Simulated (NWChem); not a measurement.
# BHSClF (SMILES FB(S)Cl): levels of theory compared

We compute a comparison of 6 runs (M06-2X/6-31++G**, M06-2X/6-31+G*, M06-2X/6-311++G(3df,3pd), M06-2X/6-311+G**, M06-2X/6-31G*, M06-2X/6-311++G(2d,2p)) of BHSClF. 

The calculation is run with NWChem 7.3.0.

30 further runs of the same task are left out: 30 set aside as unsound or not needed.

## (1) Starting point

BHSClF has 5 atoms, charge 0, and is taken as a singlet. SMILES: `FB(S)Cl`. The coordinates come from a PBE0-D4/def2-TZVP relaxation. This is one conformer, not always the lowest.

Bond lengths: F1–B2 1.319 Å, B2–S3 1.794 Å, B2–Cl4 1.749 Å, S3–H5 1.344 Å. Angles: F1–B2–S3 121.9°, F1–B2–Cl4 118.8°, S3–B2–Cl4 119.3°, B2–S3–H5 95.1°.

## (2) The energy at M06-2X/6-31++G(d,p) (spherical functions) (run 1)

File bclfhs.nw:

```
start bclfhs
title "BClFHS M06-2X"
memory 2200 mb

geometry noautosym nocenter noautoz
  F     -0.530000    -1.166500     0.714900
  B     -0.425100    -0.151000    -0.119600
  S      1.059600     0.851000    -0.211000
  Cl    -1.776300     0.224400    -1.165000
  H      1.721700     0.168500     0.739200
end

basis spherical bse
  F library 6-31++G**
  B library 6-31++G**
  S library 6-31++G**
  Cl library 6-31++G**
  H library 6-31++G**
end

dft
  xc m06-2x
  grid fine
  convergence energy 1e-08
  iterations 100
  mulliken
  print low
end

task dft
```

Started as:

```
nwchem bclfhs.nw > bclfhs.out
```

The program printed:

```text
[...]
 d= 0,ls=0.0,diis     1   -983.6194899130 -1.17D+03  1.27D-02  5.66D-01     1.7
[...]
 d= 0,ls=0.0,diis     9   -983.6962067941 -4.08D-09  8.25D-07  6.80D-10    11.5
         Total DFT energy =     -983.696206794082
      One electron energy =    -1725.385429465482
           Coulomb energy =      626.089939992514
    Exchange-Corr. energy =      -68.837843032045
 Nuclear repulsion energy =      184.437125710930
[...]
      Total Density - Mulliken Population Analysis
     ---------------------------------------------
    Atom       Charge   Shell Charges
 -----------   ------   -------------------------------------------------------
    1 F    9     9.28   2.00  0.93  3.32  1.00  1.90 -0.00  0.13  0.01
    2 B    5     4.73   2.00  0.56  1.35  0.25  0.37  0.03  0.04  0.13
    3 S   16    16.01   2.00  2.00  5.97  1.34  3.09  0.51  1.06 -0.04  0.03  0.05
    4 Cl  17    17.07   2.00  2.00  5.98  1.39  3.65  0.56  1.47 -0.01  0.03  0.02
    5 H    1     0.90   0.49  0.40 -0.01  0.02
[...]
```

Run time: 12 s. Hardware: 1 thread of AMD EPYC 9R14 (Zen 4), shared host; peak memory 0.12 GiB.

## (3) A single-point energy at M06-2X/6-31+G(d) (spherical functions) (run 2)

File struct.nw:

```
start struct
title "BClFHS"
memory total 2200 mb
charge 0

geometry units angstrom noautosym nocenter noautoz
  F    -0.530000   -1.166500    0.714900
  B    -0.425100   -0.151000   -0.119600
  S     1.059600    0.851000   -0.211000
  Cl   -1.776300    0.224400   -1.165000
  H     1.721700    0.168500    0.739200
end

basis "ao basis" spherical bse
  * library 6-31+G*
end

dft
  xc m06-2x
  grid fine
  convergence energy 1e-08
  maxiter 100
  mulliken
  print low
end

task dft energy
```

Started as:

```
nwchem struct.nw > struct.out
```

The program printed:

```text
[...]
 d= 0,ls=0.0,diis     1   -983.6158358195 -1.17D+03  1.33D-02  5.67D-01     1.6
[...]
 d= 0,ls=0.0,diis     9   -983.6931472158 -3.79D-09  8.24D-07  6.27D-10    10.7
         Total DFT energy =     -983.693147215838
      One electron energy =    -1725.385337433386
           Coulomb energy =      626.093117421813
    Exchange-Corr. energy =      -68.838052915195
 Nuclear repulsion energy =      184.437125710930
[...]
      Total Density - Mulliken Population Analysis
     ---------------------------------------------
    Atom       Charge   Shell Charges
 -----------   ------   -------------------------------------------------------
    1 F    9     9.29   2.00  0.93  3.32  1.00  1.90 -0.00  0.13  0.01
    2 B    5     4.72   2.00  0.56  1.35  0.25  0.37  0.03  0.04  0.13
    3 S   16    16.04   2.00  2.00  5.97  1.34  3.10  0.52  1.08 -0.04  0.02  0.06
    4 Cl  17    17.08   2.00  2.00  5.98  1.39  3.65  0.56  1.47 -0.01  0.03  0.02
    5 H    1     0.87   0.49  0.38
[...]
```

Run time: 11 s. Hardware: 1 thread of AMD EPYC 9R14 (Zen 4), shared host; peak memory 0.11 GiB.

Runs 3 to 4 aren't shown in full; the table further down has their settings and results.

## (4) The energy at M06-2X/6-31G(d) (spherical functions) (run 5)

File bclfhs.nw:

```
start bclfhs
title "BClFHS"
memory 2200 mb
charge 0

geometry units atomic noautosym nocenter noautoz
F  -1.00155485 -2.20436552  1.35096521
B  -0.80332258 -0.28534864 -0.22601124
S   2.00235380  1.60815693 -0.39873221
Cl -3.35672052  0.42405454 -2.20153094
H   3.25354147  0.31841885  1.39688555
end

basis spherical bse
F library 6-31G*
B library 6-31G*
S library 6-31G*
Cl library 6-31G*
H library 6-31G*
end

dft
xc m06-2x
mult 1
grid fine
convergence energy 1e-08
iterations 100
mulliken
noprint "final vectors analysis"
end

task dft energy
```

Started as:

```
nwchem bclfhs.nw > bclfhs.out
```

The program printed:

```text
[...]
          Wavefunction type:  closed shell.
          No. of atoms     :     5
          No. of electrons :    48
[...]
          Charge           :     0
          Spin multiplicity:     1
[...]
          AO basis - number of functions:    66
[...]
              XC Information
              --------------
                       M06-2X Method XC Functional
                     Hartree-Fock (Exact) Exchange  0.540
                        M06-2X Exchange Functional  1.000
                      M06-2X Correlation Potential  1.000
[...]
 d= 0,ls=0.0,diis     1   -983.6042888812 -1.17D+03  1.43D-02  5.69D-01     1.1
[...]
 d= 0,ls=0.0,diis     8   -983.6840313982 -7.94D-09  1.98D-06  1.58D-08     6.5
         Total DFT energy =     -983.684031398151
      One electron energy =    -1725.689836599913
           Coulomb energy =      626.439351502112
    Exchange-Corr. energy =      -68.870658668435
 Nuclear repulsion energy =      184.437112368084
[...]
      Total Density - Mulliken Population Analysis
     ---------------------------------------------
    Atom       Charge   Shell Charges
 -----------   ------   -------------------------------------------------------
    1 F    9     9.24   2.00  0.93  3.31  0.99  2.00  0.01
    2 B    5     4.63   2.00  0.56  1.34  0.26  0.36  0.13
    3 S   16    16.12   2.00  2.00  5.97  1.34  3.09  0.51  1.16  0.06
    4 Cl  17    17.14   2.00  2.00  5.98  1.38  3.64  0.55  1.57  0.02
    5 H    1     0.87   0.49  0.37
[...]
```

Run time: 7.5 s. Hardware: 1 thread of AMD EPYC 9R14 (Zen 4), shared host; peak memory 0.11 GiB.

## (5) A single-point energy at M06-2X/6-311++G(2d,2p) (run 6)

File work.nw:

```
start work
memory total 2200 mb
geometry noautosym nocenter noautoz
  F       -0.530000      -1.166500       0.714900
  B       -0.425100      -0.151000      -0.119600
  S        1.059600       0.851000      -0.211000
  Cl      -1.776300       0.224400      -1.165000
  H        1.721700       0.168500       0.739200
end
basis spherical bse
  * library "6-311++G(2d,2p)"
end
dft
  xc m06-2x
  grid fine
  convergence energy 1e-08
  maxiter 100
  mulliken
  noprint "final vectors analysis"
end
task dft energy
```

Started as:

```
nwchem work.nw > work.out
```

The program printed:

```text
[...]
          Wavefunction type:  closed shell.
          No. of atoms     :     5
          No. of electrons :    48
[...]
          Charge           :     0
          Spin multiplicity:     1
[...]
          AO basis - number of functions:   134
[...]
              XC Information
              --------------
                       M06-2X Method XC Functional
                     Hartree-Fock (Exact) Exchange  0.540
                        M06-2X Exchange Functional  1.000
                      M06-2X Correlation Potential  1.000
[...]
 d= 0,ls=0.0,diis     1   -983.7268041605 -1.17D+03  5.83D-03  1.65D+00     3.0
[...]
 d= 0,ls=0.0,diis    10   -983.8105147001 -1.31D-09  3.91D-07  2.33D-09    24.2
         Total DFT energy =     -983.810514700149
      One electron energy =    -1725.694634055520
           Coulomb energy =      626.293622603725
    Exchange-Corr. energy =      -68.846628959285
 Nuclear repulsion energy =      184.437125710930
[...]
      Total Density - Mulliken Population Analysis
     ---------------------------------------------
    Atom       Charge   Shell Charges
 -----------   ------   -------------------------------------------------------
    1 F    9     9.24   1.08  0.92  1.17  1.07  2.38  0.91  1.75 -0.10  0.04  0.00  0.01
    2 B    5     4.54   1.13  0.86  0.44  0.63  0.89  0.09  0.06  0.04  0.07  0.07  0.24
    3 S   16    16.11   0.77  1.19  0.92  1.07  1.08  0.85  1.87  4.02  1.05  2.59  0.78 -0.04 -0.14  0.01  0.07
    4 Cl  17    17.22   0.78  1.19  0.88  1.10  0.99  1.07  7.46 -1.54  1.08  2.94  1.33  0.04 -0.14  0.01  0.03
    5 H    1     0.90   0.24  0.48  0.12  0.00  0.01  0.04
[...]
```

Run time: 25 s. Hardware: 1 thread of AMD EPYC 9R14 (Zen 4), shared host; peak memory 0.11 GiB.

## (6) All runs side by side

```csv
run,level,energy (Eh),wall time
1,M06-2X/6-31++G** (spherical functions),-983.696207,12 s
2,M06-2X/6-31+G* (spherical functions),-983.693147,11 s
3,"M06-2X/6-311++G(3df,3pd)",-983.820871,65 s
4,M06-2X/6-311+G**,-983.800758,16 s
5,M06-2X/6-31G* (spherical functions),-983.684031,7.5 s
6,"M06-2X/6-311++G(2d,2p)",-983.810515,25 s
```

## (7) Summary of results

```
            quantity          value
 run 6: total energy  -983.81051 Eh
run 6: dipole moment         1.24 D
```

What this shows: Over the runs the total energy spans 3.724 eV. All runs together took 2.3 min, the longest 65 s.
